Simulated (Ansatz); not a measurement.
Consider a check of PAW against all-electron LAPW of Mo, space group P6/mmm (Ansatz 0.2.0, Python API).

The script, `mo_paw_lapw.py`:
```python
# -*- coding: utf-8 -*-
"""Checking the PAW result for Mo with LAPW."""

import ansatz as az
import numpy as np
from tabulate import tabulate

XC = "lda"
SMEARING = "fermi_dirac"
SIGMA = 0.1
MESH = (8, 8, 7)
MAX_ITERATIONS = 150


def count_gap(report):
    # lowest empty less highest filled band, counting bands; zero where they overlap
    return max(report.get("gap_by_band_count_ev") or 0.0, 0.0)

xtal = (
    az.Lattice.of((2.73551, 0.0, 0.0), (-1.36776, 2.36902, 0.0), (0.0, 0.0, 2.55518))
    .atom("Mo", (0.0, 0.0, 0.5))
)

calc = (
    xtal.calculation()
    .functional(XC)
    .occupations(SMEARING, width=SIGMA)
    .kpoints(mesh=MESH, center="gamma")
    .scf(max_iterations=MAX_ITERATIONS)
    .stress()
    .forces()
    .band_table()  # levels at the mesh points
)
variants = {
    "PAW": calc.pseudopotentials("paw"),
    "LAPW": calc.pseudopotentials("all_electron", lapw=True),
}
# totals differ by the cores that each treatment holds, so compare what does not depend on them
rows = []
for label, variant in variants.items():
    rep = variant.run(threads=1).report
    levels = np.array(rep["eigenvalues_ev"][0]) - rep["fermi_energy_ev"]
    print(label, "levels at the first k-point near E_F:", np.round(levels[np.abs(levels) < 5], 3))
    rows.append((label, rep["n_electrons"], np.trace(rep["stress_gpa"]) / 3, count_gap(rep)))
print(tabulate(rows, headers=["treatment", "electrons in bands", "P GPa", "gap by band count eV"], floatfmt=".4f", tablefmt="github"))
```

How well do the two treatments of the cores agree on the pressure?

PAW gives -8.817 GPa and LAPW -8.731 GPa, 0.09 GPa apart. They took 0.5 and 4.0 s of processor time.

The run itself:

`python mo_paw_lapw.py` gives:
```text
DeckWarning: basis.ecutwfc = 420 eV, auto-derived from the records' recommended cutoffs: set by Mo (normal level)
PAW levels at the first k-point near E_F: [-4.389 -0.939 -0.939  4.04   4.04 ]
LAPW levels at the first k-point near E_F: [-4.392 -0.938 -0.938  4.045  4.045]
| treatment   |   electrons in bands |   P GPa |   gap by band count eV |
|-------------|----------------------|---------|------------------------|
| PAW         |              14.0000 | -8.8170 |                 0.0000 |
| LAPW        |              32.0000 | -8.7311 |                 0.0000 |
```
(Warnings from the package without file and line.)

The settings weren't tested for convergence. Spin is left out of this run. For a metal this k-point mesh is coarse: on a finer one energies can move by several to tens of meV an atom and pressures by half a GPa or more, differences at one mesh by less. A gap by band count of zero or less means overlapping bands, a metal. At these settings the cell as given stands under about -9 GPa, so it isn't at this functional's equilibrium volume. This isn't the structure that Mo takes at ambient conditions. Gaps and levels are Kohn-Sham values on a finite set of k-points, without spin-orbit coupling. Pressure is positive in compression; the treatments may keep other shells as core, so totals and counts of electrons can differ. Timing: 6.6 s on 1 thread of Intel(R) Xeon(R) Processor @ 2.30GHz (shared host), peak memory 0.52 GiB.
